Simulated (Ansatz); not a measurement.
# CHGeP (singlet): from Hartree-Fock to the top rungs, cc-pVTZ

An exercise on one series of results from a longer session: the logs are not shown, and one member is left open.

Computed with Ansatz 0.2.0, Gaussian basis. Level: cc-pVTZ, core rule «outside noble gas», up to 20 orbitals frozen.

The runs, in order: UHF; CCSD(T) on RHF; CCSD(T) on UHF; BCCD(T) on RHF; CCSDT(Q) on RHF; CCSDT(Q) on UHF.

4 further runs of the same task are left out: 4 set aside as unsound or not needed. Runs told in other sessions of the task aren't counted.

## The geometry

The geometry is a PBE0/def2-TZVP stationary point (not a proven minimum). No spin-orbit coupling is included. The filled d shell of Ge may be among the frozen orbitals whatever the setting's name suggests.

4 atoms, charge 0, spin multiplicity 1.

Atoms are counted from 1 here; the program's logs count them from 0.

Bond lengths: Ge1–C2 1.781 Å, C2–P3 1.638 Å, P3–H4 1.442 Å. Angles: Ge1–C2–P3 169.9°, C2–P3–H4 100.5°.

The first run:

Input file in.yaml:

```yaml
crystal:
  periodic: [false, false, false]
  atoms:
    - {symbol: Ge, position_ang: [0.000025, -0.311263, 2.256076]}
    - {symbol: C, position_ang: [-0.000208, -0.218751, 0.477203]}
    - {symbol: P, position_ang: [0.000039, -0.421831, -1.147945]}
    - {symbol: H, position_ang: [0.000144, 0.951846, -1.585334]}
basis:
  gaussian: {orbitals: cc-pVTZ}
magnetization: {spin_polarized: true, initial_magnetization: 0}
hamiltonian: {xc: hf}
output: {orbitals: {seedname: orbitals}}
```

On the command line:

```sh
> ansatz run in.yaml --threads 1 --pin off --events-out ev --progress --plain --max-ram 4096MiB --backend cpu
```

Steps of the session up to this table: UHF; CCSD(T) on RHF; CCSD(T) on UHF; BCCD(T) on RHF; CCSDT(Q) on RHF; CCSDT(Q) on UHF.

One table of the session follows, with a row left open; its other results are not shown here.

| method | from RCCSDT(Q) (meV) |
| --- | --- |
| RHF | +11991.0 |
| RMP2 | +1485.5 |
| UMP2 | +2257.1 |
| RCCSD | +833.1 |
| UCCSD | +863.9 |
| RCCSD(T) | ? |
| UCCSD(T) | +140.6 |
| BCCD(T) | +89.2 |
| RCCSDT | +78.2 |
| UCCSDT | +81.3 |
| RCCSDT(Q) | 0 |
| UCCSDT(Q) | -5.4 |

Estimate the missing values for RCCSD(T).

**Answer.** from RCCSDT(Q) (meV): +94.6. In the column «from RCCSDT(Q) (meV)» it lies between BCCD(T) (+89.2) and UCCSD(T) (+140.6).

Left out of the table: UHF (another determinant or state than the rows shown).

Limits of these values: The determinant of HF (⟨S²⟩ 0.87) is far from a pure spin state, so its energy mixes those of several spin states; that is harmless only where they are near-degenerate. The determinant of CCSD(T) (⟨S²⟩ 0.60) is far from a pure spin state, so its energy mixes those of several spin states; high orders of coupled cluster remove much of that, low ones don't. The determinant of CCSDT(Q) (⟨S²⟩ 0.60) is far from a pure spin state, so its energy mixes those of several spin states; high orders of coupled cluster remove much of that, low ones don't. Warnings: restricted reference is unstable; spin contamination; coupled cluster took another determinant than the lowest. Restricted and unrestricted rows rest on different reference determinants; a gap between their highest levels can come from leftover correlation error, from unlike frozen cores or from another state.
